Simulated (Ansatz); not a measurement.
# CH4AlIn (SMILES [CH2]1[AlH][InH]1): r2SCAN/def2-SVPD (core potential)

What is the vertical ionisation energy of CH4AlIn at r2SCAN/def2-SVPD (core potential)? 

The calculation is run with Ansatz 0.2.0.

54 further runs of the same task are left out: 54 set aside as unsound or not needed.

**1. The molecule**

CH4AlIn: 7 atoms, total charge 0, spin state singlet. SMILES: `[CH2]1[AlH][InH]1`. Geometry: relaxed at PBE0-D4/def2-TZVP.

Bond lengths: C1–Al2 1.874 Å, Al2–In3 2.543 Å, C1–H4 1.102 Å, C1–H5 1.092 Å, Al2–H6 1.584 Å, In3–H7 1.731 Å. Angles: C1–Al2–In3 65.0°, C1–Al2–H6 138.7°, In3–Al2–H6 138.8°, Al2–C1–H4 120.2°, Al2–C1–H5 127.0°, Al2–In3–H7 161.6°, H4–C1–H5 107.9°.

**2. A single-point energy at r2SCAN/def2-SVPD (core potential)**

The input, run.yaml:

```yaml
crystal:
  periodic: [false, false, false]
  atoms:
    - {symbol: C, position_ang: [-0.613000, 0.132400, -0.657400]}
    - {symbol: Al, position_ang: [-0.455200, 0.915100, 1.037900]}
    - {symbol: In, position_ang: [1.229300, -0.924400, 0.544100]}
    - {symbol: H, position_ang: [-0.896900, -0.927600, -0.754800]}
    - {symbol: H, position_ang: [-0.866200, 0.635300, -1.593000]}
    - {symbol: H, position_ang: [-0.487600, 2.358400, 1.689000]}
    - {symbol: H, position_ang: [2.089500, -2.189200, -0.265800]}
basis:
  gaussian: {orbitals: def2-SVPD}
hamiltonian: {xc: {name: r2SCAN}}
accuracy: high
output: {orbitals: {seedname: orbitals}}
```

On the command line:

```
$ ansatz run run.yaml --threads 1 --pin off --max-ram 3480MiB --events-out events.jsonl --progress --plain --runs-dir runs
```

Log:

```text
Warning: RAYON_NUM_THREADS=1 ignored (pool sized by the plan → 1); use --threads N
Functional definition: r2SCAN
  name "r2SCAN"
  parameter k0 = 0.174
  parameter k1 = 0.065
  parameter a1 = 4.9479
  exchange = r2scan_x(k0 = k0, k1 = k1, a1 = a1)
  correlation = r2scan_c
2281 factors; integrals over basis functions are off by at most 3.5e-9 eV
mean field evaluation 1: about -12856.7199 eV, gradient 6.4e1 eV
mean field evaluation 2: about -12783.6913 eV, gradient 1.3e2 eV
mean field evaluation 4: about -12867.4591 eV, gradient 1.4e1 eV
mean field evaluation 8: about -12868.5698 eV, gradient 3.7e-1 eV
mean field evaluation 16: about -12868.5703 eV, gradient 7.5e-5 eV
mean field -12868.57031729 eV, -472.9112365300 hartree, gradient 1.3e-8 eV, S^2 0.000000; 0 other end points of the search recorded, 0 dependent functions left out
reference -12868.57031855 eV, -472.9112365765 hartree; 22, 22 occupied and 86, 86 virtual orbitals, 2281 factors
Total energy: -12868.57031855 eV, -472.9112365765 hartree
```

Run time: 17 s. Hardware: 1 thread of Arm Neoverse V2, shared host; peak memory 0.38 GiB.

**3. The doublet cation, same level**

The input, job.yaml:

```yaml
crystal:
  periodic: [false, false, false]
  atoms:
    - symbol: C
      position_ang: [-0.613000, 0.132400, -0.657400]
    - symbol: Al
      position_ang: [-0.455200, 0.915100, 1.037900]
    - symbol: In
      position_ang: [1.229300, -0.924400, 0.544100]
    - symbol: H
      position_ang: [-0.896900, -0.927600, -0.754800]
    - symbol: H
      position_ang: [-0.866200, 0.635300, -1.593000]
    - symbol: H
      position_ang: [-0.487600, 2.358400, 1.689000]
    - symbol: H
      position_ang: [2.089500, -2.189200, -0.265800]
basis:
  gaussian:
    orbitals: def2-SVPD
magnetization:
  spin_polarized: true
  initial_magnetization: 1
accuracy: high
total_charge: 1
output:
  orbitals: {seedname: orbitals}
hamiltonian:
  xc: {name: r2SCAN}
```

On the command line:

```
$ ansatz run job.yaml --threads 1 --pin off --max-ram 3480MiB --events-out events.jsonl --progress --plain --runs-dir runs
```

Log, cut to the lines that bear on the results:

```text
Warning: RAYON_NUM_THREADS=1 ignored (pool sized by the plan → 1); use --threads N
[... 7 set-up lines as earlier in the session ...]
2280 factors; integrals over basis functions are off by at most 3.5e-9 eV
mean field evaluation 1: about -12839.5010 eV, gradient 6.0e1 eV
mean field evaluation 2: about -12695.1760 eV, gradient 1.0e2 eV
mean field evaluation 4: about -12859.1389 eV, gradient 1.4e1 eV
mean field evaluation 8: about -12861.1424 eV, gradient 3.1e-1 eV
mean field evaluation 16: about -12861.1441 eV, gradient 2.3e-3 eV
mean field evaluation 32: about -12861.1441 eV, gradient 2.5e-8 eV
mean field -12861.14407567 eV, -472.6383271845 hartree, gradient 2.5e-8 eV, S^2 0.777836; 3 other end points of the search recorded, 0 dependent functions left out
reference -12861.14408146 eV, -472.6383273972 hartree; 22, 21 occupied and 86, 87 virtual orbitals, 2280 factors
Total energy: -12861.14408146 eV, -472.6383273972 hartree
```

It took 37 s on 1 thread of Arm Neoverse V2, shared host; peak memory 0.57 GiB.

**4. Results**

Level: r2SCAN/def2-SVPD (core potential).

```
                                          quantity          value
                     singlet CH4AlIn: total energy  -472.91124 Eh
                      singlet CH4AlIn: HOMO energy       -5.05 eV
                      singlet CH4AlIn: LUMO energy       -2.72 eV
                    singlet CH4AlIn: HOMO–LUMO gap        2.33 eV
                      doublet cation: total energy  -472.63833 Eh
doublet cation: HOMO energy (highest over α and β)      -11.27 eV
 doublet cation: LUMO energy (lowest over α and β)       -9.74 eV
                              doublet cation: ⟨S²⟩          0.778
vertical ionisation energy (to the doublet cation)       7.426 eV
```

In words: The vertical ionisation energy comes to 7.43 eV (717 kJ/mol). −ε(HOMO) before ionisation, 5.05 eV, is 2.37 eV below this ionisation energy.
